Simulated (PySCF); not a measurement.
# TiH₂: structure of the triplet

The task is one start of a wider search on TiH₂: the triplet, from a linear start. It is relaxed, tested by its Hessian and followed downhill if it is a saddle.

The runs use PySCF 2.14.0; PBE, basis Ti def2-TZVP, H def2-TZVP, no relativity, density fitting.

## (1) The starting structure

3 atoms, charge 0, spin multiplicity 3.

Bond lengths: Ti1–H2 1.680 Å, Ti1–H3 1.680 Å. Angles: H2–Ti1–H3 180.0°.

Z-matrix (Å, degrees; charge 0 multiplicity 3):
```
Ti
H  1 1.6800
H  1 1.6800 2 180.00
```

## (2) Finding the electronic state

The steps below are one call of a driver around PySCF. For each, scf.py gives the equivalent set-up of the SCF; relaxations use the driver's own optimiser. After this first run the driver tries any further starts and a stability analysis.

Contents of scf.py:

```python
from pyscf import gto, scf, dft
mol = gto.M(atom='''
Ti     0.000000     0.000000     0.000000
H      0.000000     0.000000     1.680000
H      0.000000     0.000000    -1.680000''',
    basis={'Ti': 'def2-TZVP', 'H': 'def2-TZVP'},
    charge=0, spin=2)
mf = dft.UKS(mol, xc='PBE')
mf.grids.atom_grid = (50, 194)
aux = {'Ti': 'def2-universal-JKFIT', 'H': 'def2-universal-JKFIT'}
mf = mf.density_fit(auxbasis=aux)
mf.conv_tol = 1e-08
mf.diis_space = 10
mf.max_cycle = 60
mf.init_guess = 'minao'
mf.verbose = 4
mf.kernel()
```

Launch:

```console
OMP_NUM_THREADS=2 python axn.py task.json out
```

The log of the run:

```text
[... the frontier levels of the middle cycles are left out ...]
init E= -850.070164320811
[... the frontier-level lines of each cycle are left out ...]
cycle= 1 E= -850.21279954893  delta_E= -0.143  |g|= 0.24  |ddm|= 1.42
cycle= 2 E= -850.189237004434  delta_E= 0.0236  |g|= 0.325  |ddm|= 1.26
cycle= 3 E= -850.254130621175  delta_E= -0.0649  |g|= 0.124  |ddm|= 0.367
cycle= 4 E= -850.229354747539  delta_E= 0.0248  |g|= 0.212  |ddm|=  1.2
cycle= 5 E= -850.26951461136  delta_E= -0.0402  |g|= 0.0753  |ddm|= 0.994
cycle= 6 E= -850.273091901343  delta_E= -0.00358  |g|= 0.0767  |ddm|= 0.281
cycle= 7 E= -850.273923145008  delta_E= -0.000831  |g|= 0.0766  |ddm|= 0.138
cycle= 8 E= -850.275134283179  delta_E= -0.00121  |g|= 0.0653  |ddm|= 0.289
cycle= 9 E= -850.27618678839  delta_E= -0.00105  |g|= 0.0426  |ddm|= 0.15
cycle= 10 E= -850.276440352922  delta_E= -0.000254  |g|= 0.0327  |ddm|= 0.0677
cycle= 11 E= -850.276559329389  delta_E= -0.000119  |g|= 0.0256  |ddm|= 0.0282
cycle= 12 E= -850.276685867163  delta_E= -0.000127  |g|= 0.0169  |ddm|= 0.0231
cycle= 13 E= -850.276992621834  delta_E= -0.000307  |g|= 0.0104  |ddm|= 0.113
cycle= 14 E= -850.277093994358  delta_E= -0.000101  |g|= 0.00376  |ddm|= 0.0917
[... 2 cycles left out ...]
cycle= 17 E= -850.277113230459  delta_E= -6.25e-07  |g|= 0.000447  |ddm|= 0.00439
cycle= 18 E= -850.277114525483  delta_E= -1.3e-06  |g|= 0.000263  |ddm|= 0.0129
cycle= 19 E= -850.277115079178  delta_E= -5.54e-07  |g|= 0.000132  |ddm|= 0.0065
cycle= 20 E= -850.27711495388  delta_E= 1.25e-07  |g|= 0.000145  |ddm|= 0.000858
cycle= 21 E= -850.277114106692  delta_E= 8.47e-07  |g|= 0.000161  |ddm|= 0.0055
cycle= 22 E= -850.277107516396  delta_E= 6.59e-06  |g|= 0.000249  |ddm|= 0.0539
cycle= 23 E= -850.27710814756  delta_E= -6.31e-07  |g|= 0.000191  |ddm|= 0.00792
cycle= 24 E= -850.277105928785  delta_E= 2.22e-06  |g|= 0.000562  |ddm|= 0.0365
cycle= 25 E= -850.277105945488  delta_E= -1.67e-08  |g|= 0.000393  |ddm|= 0.0024
cycle= 26 E= -850.277105998072  delta_E= -5.26e-08  |g|= 0.000366  |ddm|= 0.00221
cycle= 27 E= -850.277106209097  delta_E= -2.11e-07  |g|= 0.000274  |ddm|= 0.00663
cycle= 28 E= -850.277106107757  delta_E= 1.01e-07  |g|= 0.000256  |ddm|= 0.00373
cycle= 29 E= -850.27710592898  delta_E= 1.79e-07  |g|= 0.000116  |ddm|= 0.0144
cycle= 30 E= -850.277105936951  delta_E= -7.97e-09  |g|= 9.45e-06  |ddm|= 0.00134
Extra cycle  E= -850.277105937066  delta_E= -1.16e-10  |g|= 2.3e-06  |ddm|= 2.88e-05
converged SCF energy = -850.277105937066  <S^2> = 2.0036567  2S+1 = 3.0024368
```

This step, with its further starts and checks, ran for 11 s (2 threads of Arm Neoverse V2, shared host).

The starts that the driver tried:

```tsv
start	energy (Eh)
the minimal-basis guess	-850.277106
a thermally smeared density	-850.277127
a smeared PBE density	-850.277127
```

This is not the lowest solution: one lies 1.4 kJ/mol lower, at -850.27763 Eh, and the relaxation starts from that.

## (3) Linear start, triplet: relaxation

The program finds D∞h symmetry in the start, which this walk keeps.

scf.py, as its differences from that of step 2:

```diff
@@ -15 +14,0 @@
-mf.init_guess = 'minao'
```

Energy and gradient, step by step:

```tsv
step	energy (Eh)	change (kJ/mol)	largest symmetric gradient (Eh/bohr)
0	-850.277626	0.00	0.03473
1	-850.283530	-15.50	0.01943
2	-850.286663	-23.73	0.00446
3	-850.286867	-24.26	0.00070
4	-850.286873	-24.28	0.00003
```

The walk took 3.7 s.

Geometry (Å) and forces (eV/Å) at some steps:

```
step 0
Ti   0.000   0.000   0.000   0.000   0.000   0.000
H    0.000   0.000   1.680   0.000  -0.001   1.786
H    0.000   0.000  -1.680   0.000   0.001  -1.786
step 1
Ti   0.000   0.000   0.000   0.000   0.000   0.000
H    0.000   0.000   1.738   0.000   0.000   0.999
H    0.000   0.000  -1.738   0.000   0.000  -0.999
step 2
Ti   0.000   0.000   0.000   0.000   0.000   0.000
H    0.000   0.000   1.809   0.000   0.000   0.229
H    0.000   0.000  -1.809   0.000   0.000  -0.229
step 3
Ti   0.000   0.000   0.000   0.000   0.000   0.000
H    0.000   0.000   1.831   0.000   0.000   0.036
H    0.000   0.000  -1.831   0.000   0.000  -0.036
step 4
Ti   0.000   0.000   0.000   0.000   0.000   0.000
H    0.000   0.000   1.835   0.000   0.000   0.001
H    0.000   0.000  -1.835   0.000   0.000  -0.001
```

It settles in D∞h symmetry, 24.3 kJ/mol below the start, after 4 steps: Ti–H 1.835 Å (×2); H–Ti–H 180.0°.

## (4) Is it a minimum? Harmonic modes

On the finer grid the gradient is checked again; gradients at displacements of ±0.02 bohr then give force constants and infrared intensities.

scf.py, as its differences from that of step 3:

```diff
@@ -4,2 +4,2 @@
-H      0.000000     0.000000     1.680000
-H      0.000000     0.000000    -1.680000''',
+H      0.000000     0.000000     1.834578
+H     -0.000000     0.000000    -1.834578''',
@@ -9 +9 @@
-mf.grids.atom_grid = (50, 194)
+mf.grids.atom_grid = (75, 302)
@@ -12 +12 @@
-mf.conv_tol = 1e-08
+mf.conv_tol = 1e-10
```

This SCF starts from the last density.

SCF at the final geometry:

```text
init E= -850.28688979531
[... the frontier-level lines of each cycle are left out ...]
cycle= 1 E= -850.286889795296  delta_E= 1.41e-11  |g|= 5.72e-06  |ddm|= 1.15e-05
Extra cycle  E= -850.286889795197  delta_E= 9.97e-11  |g|= 1.55e-05  |ddm|= 2.87e-05
converged SCF energy = -850.286889795197  <S^2> = 2.0046128  2S+1 = 3.0030737
```

The whole step took 12 s.

Geometry: D∞h; Ti–H 1.835 Å (×2); H–Ti–H 180.0°.

Harmonic modes (main isotopes):

```tsv
ω (cm⁻¹)	IR (km/mol)
792i	617
768i	847
1405	1147
1530	0.0
```

With 2 modes imaginary (up to 792i cm⁻¹) this point is a saddle.

Here the density breaks the symmetry of the frame, and no labels are given; pairs that should be degenerate can split.

Properties at this point:

```
Dipole moment                                                   : 0.00 D
Highest occupied level                                          : -4.88 eV
Lowest empty level                                              : -4.37 eV
Rotational constants                                            : 2.485 cm⁻¹
Zero-point energy (real modes)                                  : 17.6 kJ/mol
Principal polarisabilities                                      : 38.1, 45.4, 53.8 bohr³
Atomisation energy without zero-point energy                    : 483 kJ/mol
Principal traceless quadrupole moments about the centre of mass : -14.83, 6.26, 8.57 D Å
Spin squared ⟨S²⟩                                               : 2.005
```

Charges (e) and bond orders:

| atom | Mulliken | Löwdin | polar tensor | spin (Mulliken) | Mayer order to Ti1 |
| --- | --- | --- | --- | --- | --- |
| Ti1 | 0.46 | 0.53 | 1.27 | 2.09 | – |
| H2,3 | -0.23 | -0.26 | -0.64 | -0.05 | 0.82 |

Outer orbital energies (eV). α occupied: -61.83, -39.04, -38.92, -38.60, -7.33, -5.39, -5.23, -4.88; empty: -4.37, -4.36, -4.11, -0.79. β occupied: -442.65, -442.65, -60.36, -37.59, -37.27, -37.26, -7.06, -5.39; empty: -3.58, -3.48, -3.36, -2.93.

Mulliken populations on Ti1: s 6.84, p 12.42, d 2.27, f 0.00.

## (5) Leaving the saddle point

The atoms are moved a little along the softest imaginary mode and relaxed again.

The program finds C2v symmetry in the start, which this walk keeps. The walk stops when the largest gradient is under 0.0003 Eh/bohr and the energy has settled too.

scf.py, as its differences from that of step 4:

```diff
@@ -3,3 +3,3 @@
-Ti     0.000000     0.000000     0.000000
-H      0.000000     0.000000     1.834578
-H     -0.000000     0.000000    -1.834578''',
+Ti     0.004985    -0.000771     0.000000
+H     -0.118598     0.018351     1.834577
+H     -0.118579     0.018348    -1.834579''',
@@ -9 +9 @@
-mf.grids.atom_grid = (75, 302)
+mf.grids.atom_grid = (50, 194)
@@ -12 +12 @@
-mf.conv_tol = 1e-10
+mf.conv_tol = 1e-08
```

The optimiser's trace:

```tsv
step	energy (Eh)	change (kJ/mol)	largest symmetric gradient (Eh/bohr)
0	-850.288186	0.00	0.01143
1	-850.292227	-10.61	0.01866
2	-850.299105	-28.67	0.01404
3	-850.305258	-44.82	0.01923
4	-850.307824	-51.56	0.01492
5	-850.311552	-61.35	0.00628
6	-850.312430	-63.65	0.00269
7	-850.312552	-63.97	0.00029
8	-850.312553	-63.98	0.00004
```

The walk took 8.1 s.

Positions (Å) and forces (eV/Å) along the way:

```
step 0
Ti   0.005  -0.001   0.000   0.588  -0.089   0.002
H   -0.119   0.018   1.835  -0.294   0.044  -0.115
H   -0.119   0.018  -1.835  -0.294   0.045   0.113
step 1
Ti   0.084  -0.013   0.000   0.959  -0.152  -0.001
H   -0.158   0.024   1.821  -0.480   0.076  -0.258
H   -0.158   0.024  -1.821  -0.479   0.076   0.259
step 4
Ti   0.429  -0.066   0.000  -0.292   0.041   0.000
H   -0.331   0.051   1.690   0.146  -0.021  -0.767
H   -0.331   0.051  -1.690   0.146  -0.021   0.767
step 8
Ti   0.512  -0.079   0.000   0.002  -0.003   0.000
H   -0.372   0.058   1.501  -0.001   0.001   0.001
H   -0.372   0.058  -1.501  -0.001   0.001  -0.001
```

It settles in C2v symmetry, 64.0 kJ/mol below the start, after 8 steps: Ti–H 1.747 Å (×2); H–Ti–H 118.4°.

## (6) Frequencies

The same treatment as at the point before.

scf.py, as its differences from that of step 5:

```diff
@@ -3,3 +3,3 @@
-Ti     0.004985    -0.000771     0.000000
-H     -0.118598     0.018351     1.834577
-H     -0.118579     0.018348    -1.834579''',
+Ti     0.035689    -0.005522     0.000000
+H     -0.848961     0.131359     1.500602
+H     -0.848946     0.131357    -1.500611''',
@@ -9 +9 @@
-mf.grids.atom_grid = (50, 194)
+mf.grids.atom_grid = (75, 302)
@@ -12 +12 @@
-mf.conv_tol = 1e-08
+mf.conv_tol = 1e-10
```

Log of the central SCF (cycles and frontier levels):

```text
init E= -850.312575069223
[... the frontier-level lines of each cycle are left out ...]
cycle= 1 E= -850.312575069227  delta_E= -4.09e-12  |g|= 4.36e-07  |ddm|= 6.83e-07
Extra cycle  E= -850.312575069224  delta_E= 3.18e-12  |g|= 1.44e-06  |ddm|= 1.56e-06
converged SCF energy = -850.312575069224  <S^2> = 2.0157803  2S+1 = 3.0105018
```

The whole step ran for 10 s (2 threads of Arm Neoverse V2, shared host).

Geometry: C2v; Ti–H 1.747 Å (×2); H–Ti–H 118.4°.

Harmonic modes (main isotopes):

| symmetry | ω (cm⁻¹) | IR (km/mol) | μ (u) |
| --- | --- | --- | --- |
| a1 | 593 | 96.5 | 1.04 |
| b2 | 1578 | 463 | 1.04 |
| a1 | 1593 | 142 | 1.02 |

Every mode is real; the point is a minimum.

Constants and moments:

```yaml
Dipole_moment: 2.94 D
Highest_occupied_level: -4.25 eV
Lowest_empty_level: -3.44 eV
Rotational_constants: 10.88, 3.714, 2.769 cm⁻¹
Zero-point_energy: 22.5 kJ/mol
Principal_polarisabilities: 48.8, 51.7, 55.8 bohr³
Atomisation_energy_without_zero-point_energy: 550 kJ/mol
Principal_traceless_quadrupole_moments_about_the_centre_of_mass: -4.74, 1.13, 3.61 D Å
Entropy_at_298.15_K_and_1_bar_electronic_part_spin_only: 227.1 J/(mol K)
Heat_capacity_Cp_at_298.15_K: 38.1 J/(mol K)
Enthalpy_at_298.15_K_above_0_K: 10.36 kJ/mol
Rotational_symmetry_number: 2
Spin_squared_⟨S²⟩: 2.016
```

Charges (e) and bond orders:

| atom | Mulliken | Löwdin | polar tensor | spin (Mulliken) | Mayer order to Ti1 |
| --- | --- | --- | --- | --- | --- |
| Ti1 | 0.38 | 0.31 | 0.78 | 2.18 | – |
| H2,3 | -0.19 | -0.15 | -0.39 | -0.09 | 0.95 |

Mulliken populations on Ti1: s 6.91, p 12.22, d 2.48, f 0.00.

## (7) The points found, side by side

| spin | group | bonds | imaginary modes (cm⁻¹) | ΔE (kJ/mol) | with zero-point energy |
| --- | --- | --- | --- | --- | --- |
| triplet | C2v | Ti–H 1.747 Å (×2) | none | 0.0 | 0.0 |
| triplet | D∞h (density of lower symmetry) | Ti–H 1.835 Å (×2) | 792i, 768i | 67.4 | – |

## (8) Outcome

| quantity | value |
| --- | --- |
| minimum | triplet, C2v |
| geometry | Ti–H 1.747 Å (×2); H–Ti–H 118.4° |
| wavenumbers (cm⁻¹) | 593 (a1), 1578 (b2), 1593 (a1) |
| dipole moment | 2.94 D |
| highest occupied, lowest empty level (either spin) | -4.25, -3.44 eV |
| polar-tensor charge of Ti1 | +0.78 e |
| zero-point energy | 22.5 kJ/mol |
| entropy at 298.15 K | 227.1 J/(mol K) |
| atomisation energy (no zero-point energy) | 550 kJ/mol |
| ⟨S²⟩ | 2.016 |

From D∞h at the start the molecule goes to a C2v minimum, after a stop at a second-order saddle point 67.4 kJ/mol higher, from which it was pushed off along an imaginary mode. In the infrared the band at 1578 cm⁻¹ (b2, stretch) leads. Most of the spin sits on Ti1 (Mulliken spin 2.18, against 2 for the whole molecule). The first SCF alone would have been 1 kJ/mol too high. Only this shape and spin were tried, so other structures or states may lie lower. One determinant may miss the lowest occupation of an open d or f shell.

The search up to here took 45 s.
